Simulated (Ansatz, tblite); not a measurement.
KYSe₂: GFN1-xTB, run from Python

These are simulated results from tblite 0.8.0, not measurements. The cell was built from a prototype and was relaxed with r2SCAN in plane waves (Ansatz 0.2.0). It may be hypothetical. All runs are without spin polarisation.

The symmetry is P4/mmm (No. 123, tetragonal); conventional cell a = 4.320 Å, c = 5.868 Å, 27.38 Å³ an atom. K has 6 Se at 2.93–3.05 Å; Se has 2 K at 2.93 Å and 4 Y at 3.05 Å; Y has 6 Se at 2.93–3.05 Å; Se has 2 Y at 2.93 Å and 4 K at 3.05 Å.

tblite solves periodic systems at the zone centre alone, so the script builds a cluster of 2×2×2 conventional cells (32 atoms), which folds in a coarse mesh of k points.

The script, run.py:

```python
import json
from ase import Atoms
from ase.build import make_supercell
from ase.units import Bohr, GPa, Hartree
from tblite.interface import Calculator

atoms = Atoms(['K', 'Se', 'Y', 'Se'],
              cell=[[4.31974647, 0.0, 0.0], [0.0, 4.31974647, 0.0], [0.0, 0.0, 5.86827613]],
              scaled_positions=[[0.0, 0.0, 0.0], [0.0, 0.0, 0.5], [0.5, 0.5, 0.5], [0.5, 0.5, 0.0]],
              pbc=True)
cluster = make_supercell(atoms, [[2, 0, 0], [0, 2, 0], [0, 0, 2]])
calc = Calculator('GFN1-xTB', cluster.numbers, cluster.positions / Bohr, lattice=cluster.cell[:] / Bohr, periodic=cluster.pbc)
calc.set('temperature', 0.02 / Hartree)
calc.set('max-iter', 150)
res = calc.singlepoint()
levels = res.get('orbital-energies') * Hartree
nv = round(res.get('orbital-occupations').sum() / 2)
cells = len(cluster) // len(atoms)
out = {'energy_per_cell': res.get('energy') * Hartree / cells, 'homo': levels[nv - 1], 'lumo': levels[nv],
       'stress': (-res.get('virial') * Hartree / cluster.get_volume() / GPa).tolist(), 'charges': res.get('charges')[:len(atoms)].tolist(), 'electrons': 2 * nv / cells}
json.dump(out, open('results.json', 'w'))
for key, value in out.items():
    print(key, value)
```

Command: `python run.py`. It took 2 s on 1 thread of Arm Neoverse V2, with other jobs on the host, peak memory 0.099 GiB.

The log:

```
------------------------------------------------------------
  cycle        total energy    energy error   density error
------------------------------------------------------------
      1     -64.28809200523  -6.4111006E+01   7.8651261E-01
      2     -53.82373071641   1.0464361E+01   8.9339537E-01
      3     -51.17709517257   2.6466355E+00   6.4585658E-01
      4      17.68251238886   6.8859608E+01   8.8233797E-01
      5     -65.21912216839  -8.2901635E+01   3.6486003E-01
      6     -61.82083770183   3.3982845E+00   3.6424037E-01
      7     -64.98677305037  -3.1659353E+00   2.7770620E-01
      8     -64.85140706235   1.3536599E-01   2.6509364E-01
      9     -66.06327161693  -1.2118646E+00   1.7701977E-01
     10     -66.14351939334  -8.0247776E-02   1.6269981E-01
     11     -66.11628724250   2.7232151E-02   1.1750786E-01
     12     -66.21154303955  -9.5255797E-02   3.8247203E-02
     13     -66.24809832058  -3.6555281E-02   3.7350098E-02
     14     -66.24810171537  -3.3947896E-06   4.2059015E-02
     15     -66.28964359684  -4.1541881E-02   2.3795375E-02
     16     -66.29934523200  -9.7016352E-03   1.9488217E-02
     17     -66.30678312745  -7.4378954E-03   1.1240175E-02
     18     -66.30784502303  -1.0618956E-03   1.2651586E-02
     19     -66.30871191142  -8.6688838E-04   9.4950973E-03
     20     -66.31015725240  -1.4453410E-03   3.5917927E-03
     21     -66.31044751246  -2.9026007E-04   2.0136313E-03
     22     -66.31046253887  -1.5026406E-05   1.7616914E-03
     23     -66.31047735857  -1.4819698E-05   1.1588051E-03
     24     -66.31049267669  -1.5318119E-05   3.9355852E-04
     25     -66.31049551431  -2.8376257E-06   3.2201962E-04
     26     -66.31049751496  -2.0006452E-06   2.5024312E-04
     27     -66.31049806772  -5.5276412E-07   1.8460025E-04
     28     -66.31049829215  -2.2443049E-07   6.5778988E-05
     29     -66.31049838951  -9.7357315E-08   3.9814974E-05
     30     -66.31049841953  -3.0023401E-08   2.6755015E-05
     31     -66.31049842930  -9.7670778E-09   7.9980799E-06
------------------------------------------------------------

 total:                                   1.221 sec
energy_per_cell -225.5500712784848
homo 3.24415369348027
lumo 3.2441536934804316
stress [[1.087296741496898, -9.392794839928346e-05, -0.0003944039018904923], [-9.392794839930341e-05, 1.0872967419376922, -0.00039440392478754785], [-0.0003944039018904962, -0.00039440392478756606, 0.08422378718597674]]
charges [0.49347414290742214, -0.5494465080240345, 0.6424630716985451, -0.5852889979263632]
electrons 16.0
```

The cycle table is in hartree for the whole cluster, and the lines after it are in eV (the energy for one cell). The printed stress is in GPa and positive in compression, and the pressure is its mean diagonal.

GFN1-xTB gives no gap at the points read. On the same cell, plane-wave PBE (Ansatz, 6×6×4 k points and the special points) gives a gap of 0.19 eV and r2SCAN a gap of 0.49 eV; on shared hosts these took about 6.7 and 27 core-seconds on the 4-atom cell, against 2 for the script. Semilocal gaps usually lie below measured ones.

The same script was run on cells scaled at fixed shape and fractional coordinates:

| volume (Å³/atom) | energy (meV/atom) | pressure (GPa, positive in compression) | gap (eV) |
| --- | --- | --- | --- |
| 24.09 | 75.3 | 7.24 | 0.00 |
| 25.73 | 21.2 | 3.51 | 0.00 |
| 27.38 | 0.0 | 0.75 | 0.00 |
| 29.02 | 3.5 | -1.34 | 0.00 |
| 30.66 | 25.9 | -2.97 | 0.00 |

A Birch-Murnaghan fit puts the minimum at 27.91 Å³/atom, 2.0 % above the given cell, with a bulk modulus of 37.3 GPa at fixed shape.

xTB was fitted mostly to molecules, and a small cluster samples few k points, so gaps, pressures and kinks along a curve can be far from a solid's.

Spin-orbit coupling is left out.
